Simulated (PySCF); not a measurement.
# LiBO₂, a cluster of ions: interaction energy

The task here is to estimate one member of a computed series from the others.

Programs: PySCF 2.14.0. All values are calculated, for the isolated system unless a continuum is named. Atoms count from 0, parts from 1.

## Starting point

4 atoms, charge 0, multiplicity 1; geometry: GFN2-xTB. Parts: 1 = atom 0, `[Li+]`, charge 1; 2 = atoms 1–3, `O=B[O-]`, charge -1.

Set-up of the first run:

What the job is given:

```
{"job": {"xc": "PBE0", "basis": "def2-SVPD", "d3": "d3bj", "grid": 2, "kind": "geom"}, "charge": 0, "multiplicity": 1, "parts": [{"atoms": "0-0", "charge": 1, "multiplicity": 1}, {"atoms": "1-3", "charge": -1, "multiplicity": 1}]}
Li     0.157197    -0.059095    -0.422718
O      3.349118    -1.251303    -2.642763
B      2.399637    -0.896664    -1.982027
O      1.393898    -0.521011    -1.282217
```

Started as:

```
$ OMP_NUM_THREADS=1 python cluster_run.py task.json out
```

One launch serves the whole session: the jobs run in the order shown.

Steps of the session up to this table: Geometry optimisation at PBE0-D3(BJ)/def2-SVPD; Coupled-cluster interaction energy: CCSD(T) and MP2.

One table of the session follows, with a row left open; its other results are not shown here.

It belongs to the step «Coupled-cluster interaction energy: CCSD(T) and MP2». 

| method | interaction energy (kcal/mol) |
| --- | --- |
| HF/aug-cc-pVDZ | -151.09 |
| MP2/aug-cc-pVDZ | -147.01 |
| CCSD/aug-cc-pVDZ | -148.25 |
| CCSD(T)/aug-cc-pVDZ | -147.61 |
| HF/aug-cc-pVTZ | ? |
| MP2/aug-cc-pVTZ | -148.96 |
| SCS-MP2/aug-cc-pVTZ | -149.21 |
| MP2, extrapolated | -149.13 |
| CCSD(T), limit estimate | -149.72 |

**Question.** Estimate the row for HF/aug-cc-pVTZ.

**Answer.** interaction energy (kcal/mol): -152.65. In the column «interaction energy (kcal/mol)» it is the lowest.

In this run the core of Li (1s) is correlated, in a basis without core functions; only the other cores are frozen.

Limits of these values: The interaction energy leaves out the deformation of the parts, 1.27 kcal/mol (MP2); added to the CCSD(T) estimate it gives a binding of about -148.5 kcal/mol.
